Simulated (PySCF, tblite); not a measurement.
# C₇H₉O₂ radical: geometry, infrared bands and EPR parameters

What infrared bands and EPR parameters should C₇H₉O₂ radical (`[CH2]CC1=C(C)[C@H]1OC=O`) show?

Computed with tblite 0.8.0 and PySCF 2.14.0, with density-fitted response routines of our own, on a single molecule in the gas phase. Atoms count from 0, in the outputs and in this text.

**1. The molecule as given**

18 atoms, charge 0, multiplicity 2; geometry from: force field or distance geometry start.

Bonds of the start (Å): C0–C1 1.52, C1–C2 1.47, C2–C3 1.37, C3–C4 1.48, C3–C5 1.50, C5–O6 1.40, O6–C7 1.40, C7–O8 1.26, C5–C2 1.50, C0–H9 1.12, C0–H10 1.10, C1–H11 1.12, C1–H12 1.09, C4–H13 1.12, C4–H14 1.11, C4–H15 1.10, C5–H16 1.12, C7–H17 1.09.

**2. Geometry optimisation with GFN2-xTB**

What the job is given:

```
{"job": {"kind": "relax", "xc": "GFN2-xTB", "basis": "xTB"}, "charge": 0, "multiplicity": 2}
C      2.400000    -1.146200    -1.065100
C      2.018100    -0.191000     0.054900
C      0.567600     0.068600     0.039500
C     -0.368000     1.053800    -0.094000
C     -0.730300     2.481500    -0.261500
C     -0.870600    -0.342800     0.092500
O     -1.479800    -0.924900    -1.021100
C     -2.566900    -1.765600    -0.773200
O     -2.943800    -1.964200     0.408400
H      2.490000    -2.197300    -0.701000
H      3.302100    -0.834600    -1.610900
H      2.269100    -0.612500     1.065300
H      2.607000     0.721100    -0.063900
H     -0.054500     2.955200    -1.019700
H     -0.504400     2.991000     0.701200
H     -1.793300     2.534700    -0.520700
H     -1.279900    -0.576600     1.108800
H     -3.071300    -2.243800    -1.616000
```

Launch:

```console
OMP_NUM_THREADS=1 python probes_run.py task.json out
```

The driver reads the jobs from task.json and runs them one after another.

Standard output:

```text
step      E/eV     max force
  0    -748.49003    4.406
  1    -748.85351    4.478
  2    -749.11560    1.236
  3    -749.19433    0.804
  4    -749.29490    0.933
  5    -749.32440    0.807
  6    -749.35543    0.391
  7    -749.37207    0.280
  8    -749.37826    0.227
  9    -749.38446    0.187
 10    -749.39066    0.169
 11    -749.39704    0.170
 12    -749.40167    0.161
 13    -749.40474    0.134
 14    -749.40747    0.126
 15    -749.41101    0.158
 16    -749.41547    0.163
 17    -749.42004    0.144
 18    -749.42380    0.128
 19    -749.42725    0.137
 20    -749.43136    0.182
 21    -749.43625    0.187
 22    -749.44133    0.204
 23    -749.44596    0.166
 24    -749.45044    0.183
 25    -749.45568    0.263
 26    -749.46171    0.263
 27    -749.46703    0.189
 28    -749.47086    0.248
 29    -749.47495    0.176
 30    -749.47875    0.153
 31    -749.48158    0.122
 32    -749.48405    0.184
 33    -749.48715    0.205
 34    -749.49073    0.175
 35    -749.49413    0.153
 36    -749.49644    0.119
 37    -749.49801    0.126
 38    -749.49931    0.128
 39    -749.50035    0.126
 40    -749.50126    0.073
 41    -749.50207    0.090
 42    -749.50280    0.092
 43    -749.50390    0.082
 44    -749.50491    0.059
 45    -749.50572    0.060
 46    -749.50637    0.060
 47    -749.50704    0.067
 48    -749.50776    0.061
 49    -749.50842    0.061
 50    -749.50901    0.059
 51    -749.50960    0.065
 52    -749.51019    0.068
 53    -749.51067    0.056
 54    -749.51105    0.055
 55    -749.51141    0.064
 56    -749.51186    0.068
 57    -749.51246    0.057
 58    -749.51316    0.073
 59    -749.51389    0.080
 60    -749.51457    0.064
 61    -749.51516    0.090
 62    -749.51561    0.056
 63    -749.51614    0.055
 64    -749.51677    0.067
 65    -749.51745    0.062
 66    -749.51814    0.058
 67    -749.51889    0.066
 68    -749.51953    0.065
 69    -749.52011    0.050
 70    -749.52055    0.042
 71    -749.52086    0.040
 72    -749.52111    0.045
 73    -749.52142    0.047
 74    -749.52179    0.056
 75    -749.52208    0.070
 76    -749.52244    0.049
 77    -749.52269    0.038
 78    -749.52290    0.035
 79    -749.52314    0.040
 80    -749.52347    0.038
 81    -749.52380    0.043
 82    -749.52414    0.042
 83    -749.52450    0.046
 84    -749.52486    0.045
 85    -749.52525    0.044
 86    -749.52573    0.048
 87    -749.52633    0.059
 88    -749.52696    0.056
 89    -749.52745    0.047
 90    -749.52779    0.045
 91    -749.52816    0.066
 92    -749.52862    0.077
 93    -749.52929    0.081
 94    -749.53001    0.071
 95    -749.53056    0.060
 96    -749.53086    0.050
 97    -749.53126    0.047
 98    -749.53150    0.039
 99    -749.53174    0.047
100    -749.53203    0.043
101    -749.53237    0.057
102    -749.53268    0.055
103    -749.53292    0.033
104    -749.53313    0.030
105    -749.53330    0.034
106    -749.53353    0.044
107    -749.53374    0.049
108    -749.53402    0.049
109    -749.53449    0.091
110    -749.53537    0.105
111    -749.53664    0.132
112    -749.53763    0.186
113    -749.53732    0.296
114    -749.54054    0.127
115    -749.54195    0.065
116    -749.54362    0.106
117    -749.54478    0.172
118    -749.54595    0.079
119    -749.54654    0.084
120    -749.54721    0.063
121    -749.54765    0.051
122    -749.54806    0.044
123    -749.54830    0.045
124    -749.54841    0.027
125    -749.54848    0.025
126    -749.54853    0.020
127    -749.54859    0.020
128    -749.54862    0.019
129    -749.54866    0.020
130    -749.54870    0.015
131    -749.54875    0.016
132    -749.54882    0.023
133    -749.54889    0.022
134    -749.54895    0.026
135    -749.54901    0.023
136    -749.54906    0.016
137    -749.54909    0.009
```

It took 0.71 s on 1 thread of Intel Xeon 6975P-C, shared host.

Step by step: (not every step is listed)

| step | energy from step 0 (eV) | largest force (eV/Å) |
| --- | --- | --- |
| 0 | 0.0000 | 4.4060 |
| 1 | -0.3635 | 4.4783 |
| 2 | -0.6256 | 1.2361 |
| 3 | -0.7043 | 0.8042 |
| 4 | -0.8049 | 0.9333 |
| 5 | -0.8344 | 0.8073 |
| 6 | -0.8654 | 0.3914 |
| 7 | -0.8820 | 0.2796 |
| 8 | -0.8882 | 0.2272 |
| 20 | -0.9413 | 0.1816 |
| 32 | -0.9940 | 0.1842 |
| 44 | -1.0149 | 0.0589 |
| 56 | -1.0218 | 0.0681 |
| 68 | -1.0295 | 0.0649 |
| 80 | -1.0334 | 0.0384 |
| 92 | -1.0386 | 0.0768 |
| 104 | -1.0431 | 0.0302 |
| 116 | -1.0536 | 0.1058 |
| 128 | -1.0586 | 0.0194 |
| 132 | -1.0588 | 0.0231 |
| 133 | -1.0589 | 0.0220 |
| 134 | -1.0589 | 0.0265 |
| 135 | -1.0590 | 0.0226 |
| 136 | -1.0590 | 0.0156 |
| 137 | -1.0591 | 0.0091 |

Close pairs (by a distance rule), those that changed most:

| bond | before (Å) | after (Å) | change (Å) |
| --- | --- | --- | --- |
| O6–C7 | 1.396 | 1.314 | -0.083 |
| C7–O8 | 1.256 | 1.198 | -0.058 |
| C2–C3 | 1.365 | 1.315 | -0.050 |
| C5–O6 | 1.396 | 1.440 | +0.044 |
| C0–C1 | 1.521 | 1.477 | -0.043 |
| C0–H9 | 1.116 | 1.073 | -0.043 |
| C5–H16 | 1.120 | 1.085 | -0.036 |
| C4–H13 | 1.121 | 1.088 | -0.033 |

The next job starts from the end point, and lists it.

**3. Vibrational analysis with GFN2-xTB**

What the job is given:

```
{"job": {"kind": "ir", "xc": "GFN2-xTB", "basis": "xTB"}, "charge": 0, "multiplicity": 2}
C      2.186065    -0.891757    -1.107098
C      2.047947    -0.365544     0.266512
C      0.663870     0.162888     0.249271
C     -0.218174     1.094347    -0.038805
C     -0.606899     2.439473    -0.469757
C     -0.766054    -0.245535     0.319260
O     -1.281122    -1.039259    -0.766794
C     -2.287932    -1.846655    -0.520420
O     -2.853783    -2.017720     0.521197
H      1.806586    -1.866840    -1.344416
H      2.381187    -0.212992    -1.914991
H      2.148586    -1.147847     1.020214
H      2.749549     0.445828     0.470092
H      0.272758     3.066059    -0.602544
H     -1.268315     2.895276     0.267497
H     -1.148229     2.381047    -1.414557
H     -1.282946    -0.472368     1.245443
H     -2.551855    -2.372085    -1.456521
```

Standard output:

```text
mode    cm-1     km/mol
  1      17.9      2.53
  2      51.0      0.18
  3      81.0      1.07
  4      90.3      0.30
  5     149.2      2.06
  6     167.9      3.09
  7     183.7      3.46
  8     230.3      5.42
  9     276.3      4.50
 10     326.5      7.34
 11     381.3      4.16
 12     435.3      3.70
 13     546.5      8.63
 14     579.1     83.37
 15     711.8      8.41
 16     751.3      2.35
 17     778.4      2.57
 18     816.8      7.36
 19     919.8     88.87
 20     930.3      7.16
 21     974.7      4.63
 22    1019.5      1.94
 23    1030.1     25.80
 24    1070.6      6.18
 25    1115.2      0.44
 26    1176.1    251.79
 27    1181.9     46.71
 28    1215.5     11.34
 29    1235.6      3.14
 30    1249.4     48.17
 31    1279.0      6.90
 32    1364.5     30.26
 33    1386.2      7.72
 34    1392.7      0.20
 35    1446.3      0.42
 36    1453.2      6.00
 37    1460.1      9.68
 38    1779.8    688.38
 39    1915.9     11.88
 40    2801.6    112.10
 41    2966.1     26.39
 42    2977.8     21.59
 43    2991.9      9.89
 44    3005.1     16.31
 45    3008.2     19.53
 46    3029.2     22.24
 47    3131.3     10.69
 48    3175.3     26.85
```

Run time: 0.48 s. Hardware: 1 thread of Intel Xeon 6975P-C, shared host.

The strongest bands and the atoms that carry them (share of the mass-weighted mode):

| cm⁻¹ | km/mol | atoms |
| --- | --- | --- |
| 579 | 83.4 | H10 37 %, H9 35 %, C0 26 % |
| 920 | 88.9 | C5 44 %, O6 42 % |
| 1176 | 251.8 | O6 46 %, C7 32 % |
| 1182 | 46.7 | H11 18 %, H12 16 %, C5 13 % |
| 1249 | 48.2 | C2 37 %, C3 27 % |
| 1364 | 30.3 | H17 88 % |
| 1780 | 688.4 | C7 60 %, O8 37 % |
| 2802 | 112.1 | H17 94 % |

**4. EPR parameters: B3LYP/pcH-1**

Same as in step 3 but for these lines:

```diff
@@ -1,2 +1,2 @@
-{"job": {"kind": "ir", "xc": "GFN2-xTB", "basis": "xTB"}, "charge": 0, "multiplicity": 2}
+{"job": {"kind": "epr", "basis": "pcH-1"}, "charge": 0, "multiplicity": 2}
 C      2.186065    -0.891757    -1.107098
```

Level: UKS B3LYP, pcH-1 on C H O, non-relativistic, mean-field spin-orbit, GIAO.

Standard output:

```text
UKS, coarse grid
  cycle   1  E = -422.32216178  |g| = 6.88e-01
  cycle   2  E = -421.90907650  |g| = 1.26e+00
  cycle   3  E = -422.47660621  |g| = 2.42e-01
  cycle   4  E = -422.49638338  |g| = 9.17e-02
  cycle   5  E = -422.49900307  |g| = 2.23e-02
  cycle   6  E = -422.49922054  |g| = 5.99e-03
  cycle   7  E = -422.49923758  |g| = 2.22e-03
  cycle   8  E = -422.49924050  |g| = 9.37e-04
UKS, final grid
  cycle   1  E = -422.49922667  |g| = 1.21e-03
  cycle   2  E = -422.49922564  |g| = 1.93e-03
  cycle   3  E = -422.49922733  |g| = 2.79e-04
  cycle   4  E = -422.49922736  |g| = 6.10e-05
  cycle   5  E = -422.49922737  |g| = 4.47e-05
  cycle   6  E = -422.49922737  |g| = 2.21e-05
E = -422.49922737 Eh   <S^2> = 0.7550 (exact 0.7500)
g shifts (ppm)      1          2          3
  rmc          -147       -147       -147
  gc              7         29         22
  oz_so          51        494        709
  total         -88        376        584
hyperfine (MHz)  atom isotope    a_iso     a_fc   dipolar eigenvalues
    0   13C      99.10      99.10    -80.62    -79.60    160.22
    1   13C     -24.45     -24.45     -2.95      0.79      2.16
    2   13C      91.30      91.30    -10.62     -1.83     12.45
    3   13C       9.97       9.97     -8.87     -7.71     16.58
    4   13C      -3.51      -3.51     -0.35     -0.10      0.45
    5   13C      -2.03      -2.03     -0.75     -0.20      0.96
    6   17O       0.18       0.18     -2.06      0.69      1.37
    7   13C      -0.26      -0.26     -0.28     -0.16      0.44
    8   17O      -0.08      -0.08     -0.57      0.13      0.45
    9    1H     -59.30     -59.30    -38.44     -0.69     39.13
   10    1H     -57.66     -57.66    -38.25     -0.92     39.16
   11    1H      23.73      23.73     -4.97     -4.44      9.41
   12    1H      35.21      35.21     -5.09     -4.27      9.36
   13    1H       1.10       1.10     -1.21     -0.72      1.93
   14    1H       7.79       7.79     -0.95     -0.80      1.75
   15    1H      12.93      12.93     -1.07     -0.87      1.94
   16    1H       2.32       2.32     -1.15     -0.76      1.91
   17    1H       0.44       0.44     -0.74     -0.51      1.25
```

Run time: 71 s. Hardware: 1 thread of Intel Xeon 6975P-C, shared host; peak memory 1.1 GiB.

Principal g values 2.00223, 2.00270, 2.00290; g(iso) = 2.00261, against 2.00232 for a free electron.

Mean a(iso) over the nuclei that a row names, and the largest dipolar term of the row (other rows stand at the frozen geometry):

| nuclei | isotope | a(iso) (MHz) | a(iso) (G, at g = 2.0023) | largest dipolar term (MHz) |
| --- | --- | --- | --- | --- |
| C0 | 13C | 99.1 | 35.4 | 160.2 |
| C2 | 13C | 91.3 | 32.6 | 12.4 |
| H9, H10 | 1H | -58.5 | -20.9 | 39.2 |
| H12 | 1H | 35.2 | 12.6 | 9.4 |
| C1 | 13C | -24.5 | -8.7 | -2.9 |
| H11 | 1H | 23.7 | 8.5 | 9.4 |
| C3 | 13C | 10.0 | 3.6 | 16.6 |
| H13, H14, H15 | 1H | 7.3 | 2.6 | 1.9 |
| C4 | 13C | -3.5 | -1.3 | 0.5 |
| H16 | 1H | 2.3 | 0.8 | 1.9 |
| C5 | 13C | -2.0 | -0.7 | 1.0 |
| H17 | 1H | 0.4 | 0.2 | 1.3 |
| C7 | 13C | -0.3 | -0.1 | 0.4 |
| O6 | 17O | 0.2 | 0.1 | -2.1 |

Mulliken spin populations:

C0 1.04; C1 -0.07; C2 -0.01; C3 0.09; C4 -0.01; C5 0.00; O6 0.00; C7 0.00; O8 0.00; H9 -0.04; H10 -0.04; H11 0.01; H12 0.01; H13 0.00; H14 0.00; H15 0.01; H16 0.00; H17 0.00

In first order the couplings over 0.8 MHz of 1H give 96 distinct lines over 71.4 G, if the averaged nuclei exchange fast; the same motion can average rows kept apart here too.

Orbitals, density, ELF and potential are computed afterwards from the orbital file.

ELF in a plane through or near 6 of the atoms.

Ten even steps from '0' (0.00) to '9' (1.00):
```
0000000000000000000000000000
0000000000000000000000000000
0000000000000121000000000000
0000000000003899500000000000
0000000048746999810000000000
0000000069976898300000000000
0000000012346751000000000000
0000000000036465310000000000
0000000000276449740000000000
0000015510476663341013320000
0000059985772685552267764000
0000016872365442332477875100
0000000256641000111466653000
0000000123310000000122110000
0000000110000000000000000000
0000000000000000000000000000
0000000000000000000000000000
0000000000000000000000000000
0000000000000000000000000000
0000000000000000000000000000
```
The map spans 12.0 Å across and 11.5 Å up, centred on the molecule. Atoms in the plane (x, y in Å): C1 (-1.8, -1.1), C2 (-0.7, -0.1), C5 (0.8, 0.1), O8 (3.4, -0.8), H12 (-2.7, -0.6), H14 (0.1, 3.2).

On the surface of density 0.002 e/bohr³ the electrostatic potential runs, from the 1st to the 99th percentile, from -1.79 V near O8 to 0.94 V near H13.

The spin density lies nearest to C0 62 %; H9 8 %; C1, C2, C3 about 6 % each.

**5. Outcome**

| quantity | value |
| --- | --- |
| strongest single infrared mode (GFN2-xTB) | 1780 cm⁻¹, 688 km/mol |
| zero-point energy (GFN2-xTB) | 86.1 kcal/mol |
| g(iso) (B3LYP) | 2.00261 |
| ⟨S²⟩ | 0.755 (exact 0.75) |
| largest a(iso) (averaged by class) | 13C on C0, 99.1 MHz |
| potential on the surface of density 0.002 e/bohr³, 1st and 99th percentile | -1.79 V and 0.94 V |

In words: The optimisation took 137 steps and gained 1.059 eV; among the close pairs (by a distance rule), O6–C7 changed most, from 1.396 to 1.314 Å. No mode is imaginary among the 48: a minimum at this level. The strongest single mode, at 1780 cm⁻¹, moves mainly C7 and O8. Unscaled tight-binding wavenumbers are off by several per cent, some by more. Its intensities can rank the bands wrongly. Most of the unpaired spin sits on C0 (1.04 e). The isotropic g lies 0.3 ppt above the free-electron value. These values are for one conformer; the search (at its own cheap level) found 1 more, at 0.66 kcal/mol, and measured spectra average over such forms.
